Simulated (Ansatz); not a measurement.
**C₂H₅F₂GaN radical: one species, many methods**

One table from this session's results is given with a row withheld; the runs are named, their logs left out.

The runs use Ansatz 0.2.0, Gaussian basis; functionals in def2-TZVPP, the program's frozen cores in correlated methods.

Levels to be run: LDA (SPW92), PBE-D4, revPBE-D4, BLYP-D4, r2SCAN-D4, B97M-V, PBE0-D4, B3LYP-D4, r2SCANh-D4, r2SCAN0-D4, HSE06-D4, BHLYP-D4, CAM-B3LYP-D4, LC-ωPBE, ωB97X-V, ωB97M-V, B2PLYP, PBE-QIDH; CCSD(T)/def2-SVP; CCSD(T)/def2-TZVPP; MP2/def2-QZVPP; extrapolation to the limit; RPA on PBE.

### The geometry

The geometry comes from an earlier relaxation with PBE0-D4 in a triple-zeta def2 set; it is a stationary point, not always the lowest conformer.

SMILES `[CH2][N](C)[Ga]([F])[F]`, 11 atoms, charge 0, spin multiplicity 2.

Atoms are counted from 1 here; the program's logs count them from 0.

Bond lengths: C1–N2 1.262 Å, C1–H7 1.092 Å, C1–H8 1.087 Å, N2–C3 1.445 Å, N2–Ga4 2.099 Å, C3–H9 1.092 Å, C3–H10 1.092 Å, C3–H11 1.093 Å, Ga4–F5 1.788 Å, Ga4–F6 1.793 Å. Angles: N2–C1–H7 121.4°, N2–C1–H8 118.4°, H7–C1–H8 120.2°, C1–N2–C3 121.7°, C1–N2–Ga4 119.5°, C3–N2–Ga4 118.7°, N2–C3–H9 109.1°, N2–C3–H10 108.1°, N2–C3–H11 111.8°, H9–C3–H10 107.6°, H9–C3–H11 109.7°, H10–C3–H11 110.5°, N2–Ga4–F5 94.4°, N2–Ga4–F6 94.0°, F5–Ga4–F6 114.0°.

Set-up of the first run:

in.yaml

```yaml
crystal:
  periodic: [false, false, false]
  atoms:
    - {symbol: C, position_ang: [-0.947769, -0.919797, 0.483021]}
    - {symbol: N, position_ang: [-0.047667, -0.072973, 0.227835]}
    - {symbol: C, position_ang: [1.325016, -0.467713, 0.009882]}
    - {symbol: Ga, position_ang: [-0.566596, 1.945643, -0.023520]}
    - {symbol: F, position_ang: [0.213028, 2.088439, -1.626547]}
    - {symbol: F, position_ang: [-2.327568, 1.613968, -0.095760]}
    - {symbol: H, position_ang: [-0.718998, -1.983763, 0.568199]}
    - {symbol: H, position_ang: [-1.969147, -0.568187, 0.604316]}
    - {symbol: H, position_ang: [1.959003, 0.019520, 0.753651]}
    - {symbol: H, position_ang: [1.629852, -0.103773, -0.973017]}
    - {symbol: H, position_ang: [1.450836, -1.551373, 0.071930]}
basis:
  gaussian: {orbitals: def2-TZVPP}
magnetization: {spin_polarized: true, initial_magnetization: 1}
hamiltonian: {xc: lda}
output: {orbitals: {seedname: orbitals}}
```

Among the steps run: LDA; PBE-D4 (GGA); revPBE-D4 (GGA); BLYP-D4 (GGA); r2SCAN-D4 (meta-GGA); B97M-V (meta-GGA); PBE0-D4 (hybrid); B3LYP-D4 (hybrid); r2SCANh-D4 (hybrid); r2SCAN0-D4 (hybrid); HSE06-D4 (hybrid); BHLYP-D4 (hybrid); CAM-B3LYP-D4 (range-separated); LC-ωPBE (range-separated); ωB97X-V (range-separated); ωB97M-V (range-separated); B2PLYP (double hybrid); PBE-QIDH (double hybrid).

One table of the session follows, with a row left open; its other results are not shown here.

It belongs to the step «Frontier levels by functional». 

```
  functional  HOMO (eV)  LUMO (eV)  gap (eV)
 LDA (SPW92)      -4.81      -3.85      0.96
      PBE-D4      -4.69      -3.46      1.23
   revPBE-D4      -4.63      -3.29      1.34
     BLYP-D4      -4.53      -3.53      1.00
   r2SCAN-D4      -5.05      -3.10      1.95
      B97M-V      -4.81      -3.73      1.08
     PBE0-D4      -5.80      -2.45      3.36
    B3LYP-D4      -5.58      -2.92      2.66
  r2SCANh-D4      -5.47      -2.76      2.70
  r2SCAN0-D4      -6.09      -2.27      3.82
    HSE06-D4      -5.41      -2.83      2.58
    BHLYP-D4          ?          ?         ?
CAM-B3LYP-D4      -7.06      -1.61      5.45
     LC-ωPBE      -8.38      -0.03      8.35
     ωB97X-V      -7.90      -0.44      7.46
     ωB97M-V      -7.84      -0.67      7.17
```

**Question.** Estimate the row for BHLYP-D4.

Worked estimate for «HOMO (eV)». Against the share of exact exchange, BLYP-D4 (0, -4.53), B3LYP-D4 (0.2, -5.58) give a slope of -5.25 per unit share; at 0.5 the line stands at -7.15.

The run gave: HOMO (eV): -6.78; LUMO (eV): -1.67; gap (eV): 5.11. In «HOMO (eV)» the line misses by -0.37.
